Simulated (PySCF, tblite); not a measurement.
**C3H9OSi radical, a small gas-phase stand-in for a defect centre (C site with back bonds O[SiH3], C, C): EPR parameters**

Wanted: the EPR parameters for `C[C](C)O[SiH3]`. It is drawn as: dangling bond.

Computed with tblite 0.8.0 and PySCF 2.14.0; each step states its level. No surroundings beyond the atoms listed, unless a continuum is named. Atoms count from 0, parts from 1.

## 1. The system as given

14 atoms, charge 0, multiplicity 2; geometry: distance geometry start.

## 2. Geometry optimisation with GFN2-xTB

The job: settings as JSON, then the geometry in Å.

```
{"job": {"kind": "relax", "xc": "GFN2-xTB", "basis": "xTB"}, "charge": 0, "multiplicity": 2}
C      1.015121    -0.426447    -0.868562
O      0.888878    -0.707369     0.497883
Si    -0.476854    -1.528583     1.261118
C      0.889707     0.955381    -1.270246
C      2.011857    -1.226264    -1.556462
H     -0.421272    -1.364757     2.668059
H     -0.428486    -2.917931     0.933217
H     -1.687194    -0.957006     0.773508
H      1.615228     1.519998    -0.785985
H     -0.052921     1.310138    -1.012309
H      1.019014     1.032102    -2.288073
H      1.552314    -2.070013    -2.035099
H      2.492995    -0.624363    -2.266059
H      2.735455    -1.568043    -0.877417
```

Level: GFN2-xTB geometry optimisation, gas phase.

Started as:

```
> OMP_NUM_THREADS=1 python cluster_run.py task.json out
```

This one command runs all jobs of the session in turn.

Output:

```text
step      E/eV     max force
  0    -456.26333    2.708
  1    -456.68690    1.654
  2    -456.81307    0.855
  3    -456.83670    0.546
  4    -456.91068    0.437
  5    -456.93145    0.441
  6    -456.96058    0.326
  7    -456.97359    0.282
  8    -456.98517    0.285
  9    -456.99659    0.281
 10    -457.01333    0.307
 11    -457.02731    0.255
 12    -457.03595    0.212
 13    -457.04165    0.225
 14    -457.04664    0.213
 15    -457.05001    0.108
 16    -457.05148    0.087
 17    -457.05219    0.070
 18    -457.05292    0.073
 19    -457.05368    0.070
 20    -457.05426    0.057
 21    -457.05465    0.044
 22    -457.05503    0.053
 23    -457.05543    0.048
 24    -457.05581    0.045
 25    -457.05615    0.055
 26    -457.05653    0.051
 27    -457.05704    0.058
 28    -457.05770    0.062
 29    -457.05852    0.076
 30    -457.05957    0.102
 31    -457.06104    0.118
 32    -457.06273    0.106
 33    -457.06425    0.093
 34    -457.06548    0.106
 35    -457.06654    0.137
 36    -457.06792    0.152
 37    -457.06989    0.132
 38    -457.07145    0.106
 39    -457.07304    0.119
 40    -457.07388    0.092
 41    -457.07474    0.070
 42    -457.07543    0.067
 43    -457.07640    0.063
 44    -457.07693    0.050
 45    -457.07728    0.043
 46    -457.07763    0.051
 47    -457.07822    0.058
 48    -457.07902    0.061
 49    -457.07981    0.062
 50    -457.08038    0.056
 51    -457.08078    0.043
 52    -457.08113    0.045
 53    -457.08144    0.033
 54    -457.08161    0.023
 55    -457.08169    0.016
 56    -457.08173    0.017
 57    -457.08178    0.017
 58    -457.08184    0.016
 59    -457.08190    0.016
 60    -457.08196    0.021
 61    -457.08204    0.024
 62    -457.08214    0.026
 63    -457.08227    0.027
 64    -457.08241    0.032
 65    -457.08258    0.034
 66    -457.08286    0.039
 67    -457.08330    0.052
 68    -457.08387    0.066
 69    -457.08445    0.076
 70    -457.08510    0.076
 71    -457.08583    0.088
 72    -457.08676    0.089
 73    -457.08796    0.076
 74    -457.08928    0.073
 75    -457.09032    0.125
 76    -457.08953    0.147
 77    -457.09196    0.083
 78    -457.09258    0.060
 79    -457.09341    0.054
 80    -457.09448    0.058
 81    -457.09501    0.055
 82    -457.09561    0.055
 83    -457.09615    0.052
 84    -457.09660    0.039
 85    -457.09687    0.038
 86    -457.09702    0.035
 87    -457.09713    0.028
 88    -457.09723    0.021
 89    -457.09730    0.022
 90    -457.09736    0.024
 91    -457.09743    0.025
 92    -457.09755    0.034
 93    -457.09775    0.043
 94    -457.09805    0.045
 95    -457.09844    0.054
 96    -457.09901    0.065
 97    -457.09996    0.088
 98    -457.10156    0.128
 99    -457.10381    0.175
100    -457.10701    0.148
101    -457.10905    0.148
102    -457.10913    0.181
103    -457.11202    0.096
104    -457.11349    0.122
105    -457.11556    0.153
106    -457.11694    0.126
107    -457.11882    0.154
108    -457.11988    0.127
109    -457.12080    0.093
110    -457.12184    0.125
111    -457.12287    0.077
112    -457.12380    0.053
113    -457.12448    0.081
114    -457.12511    0.081
115    -457.12603    0.092
116    -457.12703    0.090
117    -457.12848    0.081
118    -457.12956    0.116
119    -457.13089    0.148
120    -457.13232    0.111
121    -457.13361    0.083
122    -457.13487    0.108
123    -457.13550    0.119
124    -457.13630    0.092
125    -457.13709    0.057
126    -457.13794    0.066
127    -457.13874    0.048
128    -457.13937    0.041
129    -457.13965    0.039
130    -457.13996    0.042
131    -457.14024    0.031
132    -457.14046    0.044
133    -457.14058    0.032
134    -457.14071    0.033
135    -457.14088    0.025
136    -457.14094    0.026
137    -457.14104    0.022
138    -457.14118    0.016
139    -457.14122    0.022
140    -457.14127    0.026
141    -457.14137    0.031
142    -457.14146    0.029
143    -457.14155    0.026
144    -457.14167    0.037
145    -457.14186    0.047
146    -457.14215    0.058
147    -457.14258    0.065
148    -457.14311    0.064
149    -457.14367    0.075
150    -457.14449    0.075
151    -457.14536    0.107
152    -457.14645    0.082
153    -457.14753    0.101
154    -457.14833    0.114
155    -457.14907    0.117
156    -457.14986    0.071
157    -457.15035    0.045
158    -457.15065    0.042
159    -457.15094    0.041
160    -457.15112    0.036
161    -457.15128    0.048
162    -457.15141    0.035
163    -457.15155    0.036
164    -457.15172    0.024
165    -457.15185    0.025
166    -457.15192    0.026
167    -457.15198    0.019
168    -457.15204    0.020
169    -457.15209    0.018
170    -457.15214    0.016
171    -457.15221    0.019
172    -457.15229    0.022
173    -457.15238    0.024
174    -457.15249    0.027
175    -457.15264    0.031
176    -457.15284    0.034
177    -457.15309    0.042
178    -457.15337    0.049
179    -457.15371    0.045
180    -457.15409    0.057
181    -457.15445    0.074
182    -457.15496    0.070
183    -457.15544    0.040
184    -457.15579    0.049
185    -457.15595    0.035
186    -457.15611    0.032
187    -457.15634    0.030
188    -457.15645    0.030
189    -457.15673    0.034
190    -457.15703    0.044
191    -457.15735    0.032
192    -457.15749    0.073
193    -457.15776    0.038
194    -457.15793    0.029
195    -457.15828    0.040
196    -457.15841    0.038
197    -457.15866    0.032
198    -457.15881    0.029
199    -457.15900    0.031
200    -457.15915    0.024
201    -457.15915    0.024
202    -457.15971    0.032
203    -457.15976    0.012
204    -457.15979    0.002
```

Wall time 3.9 s (1 thread of AMD EPYC 7R43, shared host).

Along the way:

| step | energy from step 0 (eV) | largest force (eV/Å) |
| --- | --- | --- |
| 0 | 0.0000 | 2.7086 |
| 8 | -0.7218 | 0.2849 |
| 16 | -0.7882 | 0.0868 |
| 24 | -0.7925 | 0.0452 |
| 32 | -0.7994 | 0.1059 |
| 40 | -0.8105 | 0.0918 |
| 48 | -0.8157 | 0.0611 |
| 56 | -0.8184 | 0.0175 |
| 64 | -0.8191 | 0.0318 |
| 72 | -0.8234 | 0.0890 |
| 80 | -0.8311 | 0.0582 |
| 88 | -0.8339 | 0.0214 |
| 96 | -0.8357 | 0.0650 |
| 104 | -0.8502 | 0.1224 |
| 112 | -0.8605 | 0.0534 |
| 120 | -0.8690 | 0.1112 |
| 128 | -0.8760 | 0.0415 |
| 136 | -0.8776 | 0.0254 |
| 144 | -0.8783 | 0.0375 |
| 152 | -0.8831 | 0.0816 |
| 160 | -0.8878 | 0.0364 |
| 168 | -0.8887 | 0.0201 |
| 176 | -0.8895 | 0.0337 |
| 184 | -0.8925 | 0.0491 |
| 192 | -0.8942 | 0.0725 |
| 200 | -0.8958 | 0.0239 |
| 204 | -0.8965 | 0.0014 |

Close pairs (by a distance rule), those that changed most:

| bond | before (Å) | after (Å) | change (Å) |
| --- | --- | --- | --- |
| O1–Si2 | 1.767 | 1.620 | -0.147 |
| C3–H10 | 1.029 | 1.090 | +0.061 |
| C3–H9 | 1.040 | 1.097 | +0.057 |
| C0–O1 | 1.401 | 1.347 | -0.054 |
| C3–H8 | 1.039 | 1.087 | +0.048 |
| C0–C3 | 1.444 | 1.488 | +0.044 |
| Si2–H7 | 1.425 | 1.467 | +0.043 |
| Si2–H6 | 1.428 | 1.469 | +0.041 |

## 3. Relaxing the molecule at PBE0-D3(BJ)/def2-SVP

The job: settings as JSON, then the geometry in Å.

```
{"job": {"xc": "PBE0", "basis": "def2-SVP", "d3": "d3bj", "grid": 2, "kind": "geom", "shake": 0.01}, "charge": 0, "multiplicity": 2}
C      0.335638     0.382245    -0.227048
O     -0.369665     0.211254     0.914133
Si    -0.932406    -1.054961     1.752358
C      0.481585     1.821173    -0.688404
C      0.526873    -0.735320    -1.173819
H     -1.573842    -0.338501     2.843667
H      0.195687    -1.915799     2.219367
H     -1.804739    -1.875164     0.953852
H      0.362993     2.492637     0.187950
H     -0.335271     2.088557    -1.395909
H      1.401814     1.974192    -1.162752
H     -0.384112    -0.990847    -1.695291
H      1.259918    -0.462492    -1.908654
H      0.829052    -1.611582    -0.605039
```

Output:

```text
step   0  E = -483.83544613  max force = 0.047911
step   1  E = -483.84590453  max force = 0.007557
step   2  E = -483.84616385  max force = 0.008004
step   3  E = -483.84659504  max force = 0.002415
step   4  E = -483.84671129  max force = 0.001267
step   5  E = -483.84681441  max force = 0.000994
step   6  E = -483.84684408  max force = 0.001112
step   7  E = -483.84688965  max force = 0.000866
step   8  E = -483.84690349  max force = 0.000515
step   9  E = -483.84690864  max force = 0.000113
optimisation converged
```

It took 2.1 min on 1 thread of AMD EPYC 7R43, shared host; peak memory 0.64 GiB.

Relaxation path:

| step | energy from step 0 (eV) | largest force component (eV/Å) |
| --- | --- | --- |
| 0 | 0.0000 | 2.4637 |
| 1 | -0.2846 | 0.3886 |
| 2 | -0.2916 | 0.4116 |
| 3 | -0.3034 | 0.1242 |
| 4 | -0.3065 | 0.0652 |
| 5 | -0.3093 | 0.0511 |
| 6 | -0.3102 | 0.0572 |
| 7 | -0.3114 | 0.0445 |
| 8 | -0.3118 | 0.0265 |
| 9 | -0.3119 | 0.0058 |

Close pairs (by a distance rule), those that changed most:

| bond | before (Å) | after (Å) | change (Å) |
| --- | --- | --- | --- |
| Si2–H7 | 1.439 | 1.495 | +0.055 |
| C3–H10 | 1.047 | 1.100 | +0.053 |
| O1–Si2 | 1.619 | 1.672 | +0.053 |
| C0–C3 | 1.518 | 1.485 | -0.033 |
| Si2–H5 | 1.455 | 1.487 | +0.032 |
| C4–H11 | 1.080 | 1.111 | +0.031 |
| C4–H12 | 1.073 | 1.100 | +0.026 |
| C4–H13 | 1.088 | 1.104 | +0.016 |

The final coordinates are the input of the step that follows.

| at the end point | value |
| --- | --- |
| point group (found at 0.08 Å tolerance) | C1 |
| rotational constants (GHz, main isotopes) | 7.603, 2.351, 1.888 |
| dipole moment (D) | 0.88 |
| ⟨S²⟩ | 0.754 |

## 4. g tensor and hyperfine couplings: B3LYP/IGLO-III+pcH-1

The job: settings as JSON, then the geometry in Å.

```
{"job": {"kind": "epr"}, "charge": 0, "multiplicity": 2}
C      0.327233     0.371597    -0.176944
O     -0.566693     0.288121     0.854175
Si    -0.951358    -1.038686     1.796432
C      0.489979     1.751506    -0.699954
C      0.478737    -0.816724    -1.060119
H     -1.838422    -0.519197     2.870473
H      0.282042    -1.645914     2.384889
H     -1.674689    -2.083219     1.009111
H      0.601631     2.467744     0.128307
H     -0.392368     2.075991    -1.290818
H      1.371343     1.826723    -1.353553
H     -0.425837    -0.995639    -1.679815
H      1.326089    -0.685156    -1.748344
H      0.659730    -1.741816    -0.485697
```

Method: UKS B3LYP, IGLO-III on C O Si, pcH-1 on H, non-relativistic, mean-field spin-orbit, GIAO.

Output:

```text
UKS, coarse grid
  cycle   1  E = -484.43953797  |g| = 5.33e-01
  cycle   2  E = -484.22066338  |g| = 9.26e-01
  cycle   3  E = -484.53835029  |g| = 1.21e-01
  cycle   4  E = -484.54370389  |g| = 3.86e-02
  cycle   5  E = -484.54441395  |g| = 6.61e-03
  cycle   6  E = -484.54443298  |g| = 2.77e-03
  cycle   7  E = -484.54443765  |g| = 1.10e-03
  cycle   8  E = -484.54443806  |g| = 3.02e-04
UKS, final grid
  cycle   1  E = -484.54438117  |g| = 3.14e-04
  cycle   2  E = -484.54438115  |g| = 4.11e-04
  cycle   3  E = -484.54438122  |g| = 6.75e-05
  cycle   4  E = -484.54438122  |g| = 2.50e-05
E = -484.54438122 Eh   <S^2> = 0.7536 (exact 0.7500)
g shifts (ppm)      1          2          3
  rmc          -170       -170       -170
  gc              4         41         35
  oz_so         -65        928       1488
  total        -231        799       1353
hyperfine (MHz)  atom isotope    a_iso     a_fc   dipolar eigenvalues
    0   13C     164.89     165.00    -76.32    -74.69    151.00
    1   17O      -8.84      -8.89    -38.28     18.55     19.73
    2  29Si      -3.69      -3.71     -2.09      0.80      1.28
    3   13C     -15.52     -15.53     -2.10     -1.59      3.69
    4   13C     -11.43     -11.44     -2.54     -1.74      4.28
    5    1H      -2.59      -2.59     -1.90     -1.44      3.34
    6    1H       9.34       9.34     -2.35     -1.99      4.34
    7    1H       3.55       3.55     -1.74     -1.68      3.41
    8    1H      37.63      37.63     -5.08     -4.29      9.37
    9    1H     125.66     125.66     -3.82     -3.05      6.87
   10    1H      16.14      16.14     -5.30     -4.11      9.41
   11    1H     126.13     126.13     -3.91     -3.02      6.93
   12    1H      11.60      11.60     -5.46     -4.03      9.49
   13    1H      42.36      42.36     -5.11     -4.23      9.34
```

It took 52 s on 1 thread of AMD EPYC 7R43, shared host; peak memory 0.99 GiB.

Principal g values 2.00209, 2.00312, 2.00367; g(iso) = 2.00296, against 2.00232 for a free electron.

Hyperfine couplings, nucleus by nucleus at this fixed geometry (no averaging over rotations):

| nuclei | isotope | a(iso) (MHz) | a(iso) (G, at g = 2.0023) | largest dipolar term (MHz) |
| --- | --- | --- | --- | --- |
| C0 | 13C | 164.9 | 58.8 | 151.0 |
| H11 | 1H | 126.1 | 45.0 | 6.9 |
| H9 | 1H | 125.7 | 44.8 | 6.9 |
| H13 | 1H | 42.4 | 15.1 | 9.3 |
| H8 | 1H | 37.6 | 13.4 | 9.4 |
| H10 | 1H | 16.1 | 5.8 | 9.4 |
| C3 | 13C | -15.5 | -5.5 | 3.7 |
| H12 | 1H | 11.6 | 4.1 | 9.5 |
| C4 | 13C | -11.4 | -4.1 | 4.3 |
| H6 | 1H | 9.3 | 3.3 | 4.3 |
| O1 | 17O | -8.8 | -3.2 | -38.3 |
| Si2 | 29Si | -3.7 | -1.3 | -2.1 |
| H7 | 1H | 3.6 | 1.3 | 3.4 |
| H5 | 1H | -2.6 | -0.9 | 3.3 |

Mulliken spin populations:

C0 0.91; O1 0.06; Si2 0.01; C3 -0.09; C4 -0.10; H5 0.00; H6 0.01; H7 0.00; H8 0.01; H9 0.08; H10 0.01; H11 0.08; H12 0.00; H13 0.02

In first order the couplings over 0.8 MHz of 1H give 512 distinct lines over 133.8 G.

## 5. EPR parameters: BHandHLYP/IGLO-III+pcH-1

Settings changed since step 4:

```diff
@@ -1,2 +1,2 @@
-{"job": {"kind": "epr"}, "charge": 0, "multiplicity": 2}
+{"job": {"kind": "epr", "xc": "BHandHLYP"}, "charge": 0, "multiplicity": 2}
 C      0.327233     0.371597    -0.176944
```

Method: UKS BHandHLYP, IGLO-III on C O Si, pcH-1 on H, non-relativistic, mean-field spin-orbit, GIAO.

Output:

```text
UKS, coarse grid
  cycle   1  E = -484.31989245  |g| = 4.39e-01
  cycle   2  E = -484.30361219  |g| = 5.19e-01
  cycle   3  E = -484.39571173  |g| = 5.75e-02
  cycle   4  E = -484.39708343  |g| = 2.22e-02
  cycle   5  E = -484.39736685  |g| = 4.80e-03
  cycle   6  E = -484.39739198  |g| = 1.87e-03
  cycle   7  E = -484.39739635  |g| = 5.37e-04
UKS, final grid
  cycle   1  E = -484.39735972  |g| = 3.49e-04
  cycle   2  E = -484.39735979  |g| = 2.73e-04
  cycle   3  E = -484.39735983  |g| = 9.61e-05
  cycle   4  E = -484.39735984  |g| = 6.06e-05
  cycle   5  E = -484.39735985  |g| = 1.35e-05
E = -484.39735985 Eh   <S^2> = 0.7556 (exact 0.7500)
g shifts (ppm)      1          2          3
  rmc          -171       -171       -171
  gc              2         39         33
  oz_so         -62        910       1403
  total        -230        778       1265
hyperfine (MHz)  atom isotope    a_iso     a_fc   dipolar eigenvalues
    0   13C     202.87     202.98    -79.05    -76.66    155.71
    1   17O     -14.52     -14.57    -37.17     17.64     19.54
    2  29Si      -2.04      -2.05     -1.78      0.62      1.15
    3   13C     -23.88     -23.89     -2.51     -1.01      3.52
    4   13C     -19.87     -19.88     -2.97     -1.19      4.16
    5    1H      -2.48      -2.48     -1.82     -1.45      3.27
    6    1H       6.28       6.28     -2.34     -2.08      4.42
    7    1H       2.45       2.45     -1.74     -1.69      3.43
    8    1H      38.51      38.51     -5.46     -4.20      9.66
    9    1H     127.14     127.13     -3.50     -3.33      6.83
   10    1H      17.27      17.27     -5.65     -4.09      9.74
   11    1H     127.76     127.76     -3.60     -3.27      6.87
   12    1H      12.88      12.88     -5.78     -4.05      9.82
   13    1H      43.24      43.24     -5.47     -4.16      9.62
```

Wall time 57 s (1 thread of AMD EPYC 7R43, shared host); peak memory 1.1 GiB.

In short: g(iso) 2.00292.

## 6. Run by run: EPR parameters

g, ⟨S²⟩ and isotropic hyperfine couplings (MHz), with basis size and wall time:

| run | g(iso) | ⟨S²⟩ | 13C C0 | 1H H11 | 1H H9 | 1H H13 | 1H H8 | functions | time |
| --- | --- | --- | --- | --- | --- | --- | --- | --- | --- |
| B3LYP/IGLO-III+pcH-1 | 2.00296 | 0.754 | 164.9 | 126.1 | 125.7 | 42.4 | 37.6 | 274 | 52 s |
| BHandHLYP/IGLO-III+pcH-1 | 2.00292 | 0.756 | 202.9 | 127.8 | 127.1 | 43.2 | 38.5 | 274 | 57 s |

## 7. Outcome

| quantity | value |
| --- | --- |
| point group | C1 |
| rotational constants (main isotopes) | 7.60, 2.35, 1.89 GHz |
| g(iso) (B3LYP) | 2.00296 |
| ⟨S²⟩ | 0.754 (exact 0.75) |
| largest a(iso) | 13C on C0, 164.9 MHz |

The start of the PBE0/def2-SVP relaxation was shaken at random by about 0.01 Å, so part of the energy gained, and of the first lengths quoted, undoes that. Relaxing lowered the energy by 0.312 eV in 9 steps; the close pair that moved most is Si2–H7, from 1.439 to 1.495 Å (PBE0/def2-SVP). Most of the unpaired spin sits on C0 (0.91 e). The isotropic g lies 0.6 ppt above the free-electron value. The coupling of 13C on C0 runs from 164.9 (B3LYP/IGLO-III+pcH-1) to 202.9 MHz (BHandHLYP/IGLO-III+pcH-1). A capped cluster stands for the solid here, so long-range fields and strain are missing, and bands or shifts of the capping hydrogens have no counterpart in it.
